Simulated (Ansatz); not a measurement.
This was printed by a script on Ansatz 0.2.0 through its Python package, for a ladder of methods at one geometry of CH₇OSbSi, SMILES O[SiH2][CH2][SbH2]. What did the script look like? Use (for the species named): Hartree-Fock, def2-SVP basis, multiplicity 1. The script varies functional: hf, pbe, lc_wpbe, b3lyp.

```tsv
atom	x (Å)	y (Å)	z (Å)
O	-1.9669	1.1338	0.1983
Si	-0.4752	0.8905	0.8798
C	0.1128	-0.7947	0.3643
Sb	0.5061	-0.8515	-1.7688
H	-1.8261	1.3963	-0.7772
H	0.4771	1.9359	0.4223
H	-0.5541	0.9525	2.3496
H	1.1507	-0.9820	0.8767
H	-0.5918	-1.5483	0.7196
H	1.3768	-2.3420	-1.6149
H	1.8561	0.1525	-1.6289
```

```console
$ python ch7osbsi_methods.py
functional    E (Ha)        dipole (D)   HOMO (eV)  LUMO (eV)
hf            -644.818564     1.311      -9.407      2.536
pbe           -646.804886     1.057      -6.100     -1.243
lc_wpbe       -646.983981     1.268      -9.635      1.648
b3lyp         -647.212339     1.117      -6.941     -0.678
```

The script that was run (others could print the same):

The script, `ch7osbsi_methods.py`:
```python
'''CH7OSbSi at several levels of theory.'''

from pathlib import Path
import warnings

import ansatz as az
import numpy as np

GEOMETRY = '''
O    -1.96690    1.13380    0.19830
Si   -0.47520    0.89050    0.87980
C     0.11280   -0.79470    0.36430
Sb    0.50610   -0.85150   -1.76880
H    -1.82610    1.39630   -0.77720
H     0.47710    1.93590    0.42230
H    -0.55410    0.95250    2.34960
H     1.15070   -0.98200    0.87670
H    -0.59180   -1.54830    0.71960
H     1.37680   -2.34200   -1.61490
H     1.85610    0.15250   -1.62890
'''

warnings.simplefilter('ignore', az.DeckWarning)

geometry = az.Crystal.molecule()
for line in GEOMETRY.strip().splitlines():
    symbol, *xyz = line.split()
    geometry = geometry.atom(symbol, [float(v) for v in xyz])

setup = geometry.calculation().basis(gaussian='def2-SVP')

print('functional    E (Ha)        dipole (D)   HOMO (eV)  LUMO (eV)')
for name in ['hf', 'pbe', 'lc_wpbe', 'b3lyp']:
    rep = setup.functional(name).forces().orbitals().run(threads=1, runs_dir='runs').report
    lines = Path(rep['orbitals_path']).read_text().splitlines()
    field_of = lambda key: [line.split('=')[1].strip() for line in lines if line.startswith(key)]
    orbitals = [(27.211386 * float(e), s, float(n)) for e, s, n in zip(field_of('Ene='), field_of('Spin='), field_of('Occup='))]
    homo = max(e for e, _, n in orbitals if n > 0.5)
    lumo = min(e for e, _, n in orbitals if n < 0.5)
    dipole = 4.803205 * np.linalg.norm(rep['charge_distribution']['dipole_moment_e_ang'])
    print(f'{name:10s} {rep["free_energy_ev"] / 27.211386246:14.6f} {dipole:9.3f} {homo:11.3f} {lumo:10.3f}')
```

The settings weren't tested for convergence. The geometry is a force-field or estimated start, not a minimum of this method, and the basis set is short of its limit. A lower total doesn't mark the better method: functionals have no common bound, and MP2 and coupled cluster aren't variational. def2 sets replace the cores of elements past krypton by effective core potentials. b3lyp holds the VWN-RPA fit, as in Gaussian; the form of ORCA and Turbomole is b3lyp5. Levels such as HOMO and LUMO are orbital energies: with these approximate functionals they aren't the ionisation energy and electron affinity, and their gap isn't the fundamental gap. Run time: 10 s on 1 thread of Intel(R) Xeon(R) 6975P-C (Granite Rapids), on a shared host, peak memory 0.32 GiB.
